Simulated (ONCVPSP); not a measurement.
**Pseudopotential generation for Se: ONCV, PBE**

Do these settings give a usable potential? It is generated, then checked for transferability, scattering, ghosts and hardness.

Program: ONCVPSP 4.0.1. Reference atom: PBE, scalar-relativistic, spherical and spin-unpolarised. All values are calculated.

## Step 1: Settings

Typed settings, in words:

* element: selenium (Se, Z = 34)
* type: optimised norm-conserving Vanderbilt (ONCV)
* frozen core: [Ne]
* valence charge: 24
* reference configuration: 3s2 3p6 3d10 4s2 4p4
* partial waves: 3s+4s: rc 0.90 bohr, ncon 4, nbas 8, qcut 11.5 1/bohr, 2 projectors; 3p+4p: rc 1.10 bohr, ncon 3, nbas 6, qcut 13.1 1/bohr, 2 projectors; 3d: rc 0.75 bohr, ncon 4, nbas 9, qcut 23 1/bohr, local
* local potential: the d channel
* core correction: Teter function, fcfact 2, rcfact 1.5

The outer shells as boxes (Hund's rule for the drawing; the calculation is spin-unpolarised):

```
[Ne] core
3s [↑↓]
3p [↑↓][↑↓][↑↓]
3d [↑↓][↑↓][↑↓][↑↓][↑↓]
4s [↑↓]
4p [↑↓][↑ ][↑ ]
```

## Step 2: Generation

Se.dat reads:

```
# ATOM AND REFERENCE CONFIGURATION
# atsym  z   nc   nv     iexc    psfile
  Se 34.00    3    5        4      upf
#
#   n    l    f
    1    0    2.00
    2    0    2.00
    2    1    6.00
    3    0    2.00
    3    1    6.00
    3    2   10.00
    4    0    2.00
    4    1    4.00
#
# PSEUDOPOTENTIAL AND OPTIMIZATION
# lmax
    2
#
#   l,   rc,      ep,       ncon, nbas, qcut
    0    0.90    0.00    4    8   11.50
    1    1.10    0.00    3    6   13.10
    2    0.75    0.00    4    9   23.00
#
# LOCAL POTENTIAL
# lloc, lpopt,  rc(5),   dvloc0
    2    5    0.75    0.00
#
# VANDERBILT-KLEINMAN-BYLANDER PROJECTORs
# l, nproj, debl
    0    2    2.70
    1    2    2.80
    2    0    1.40
#
# MODEL CORE CHARGE
# icmod, fcfact, rcfact
    3    2.00    1.50
#
# LOG DERIVATIVE ANALYSIS
# epsh1, epsh2, depsh
   -9.00    5.00    0.04
#
# OUTPUT GRID
# rlmax, drl
    6.00    0.01
#
# TEST CONFIGURATIONS
# ncnf
    4
# nvcnf
#   n    l    f
    5
    3    0    2.00
    3    1    6.00
    3    2   10.00
    4    0    2.00
    4    1    3.00
#
    5
    3    0    2.00
    3    1    6.00
    3    2   10.00
    4    0    2.00
    4    1    2.00
#
    5
    3    0    2.00
    3    1    6.00
    3    2   10.00
    4    0    2.00
    4    1    1.00
#
    5
    3    0    2.00
    3    1    6.00
    3    2   10.00
    4    0    2.00
    4    1    3.50
#
```

On the command line:

```
$ oncvpsp.x < Se.dat > Se.out
```

**Question.** What will these runs give? Wanted: cutoffs for 1 and 0.1 mHa per electron, occupied waves; bound ghosts; GHOST(+) flags; largest test error; largest phase difference near zero energy, channels read; rms error of d²Exc/dn², without and with the model core.

As calculated:

| quantity | value |
| --- | --- |
| cutoffs for 1 and 0.1 mHa per electron, occupied waves | 194 Ha and 219 Ha |
| bound ghosts | none found |
| GHOST(+) flags | s at 532 eV |
| largest test error (AE − PS) | -6.6 meV, for 3s2 3p6 3d10 4s2 4p1 |
| largest phase difference near zero energy, channels read | 0.006 rad |
| rms error of d²Exc/dn², without and with the model core | 2.16 and 1.53 mHa |

In words: The worst unpolarised test, 3s2 3p6 3d10 4s2 4p1, is off by 6.6 meV on 62.1 eV; by total energies transferability rates as good. By its cutoff, 194 Ha for the looser tolerance, it is very hard. At the looser tolerance the 3d wave is the slowest; 3p needs 62 Ha. No bound ghost shows below the valence levels. Near zero energy the phases of the channels with partial waves agree within 0.006 rad. The program also flags highly localised states, GHOST(+) (s). All of this concerns the isolated atom, not yet a solid.
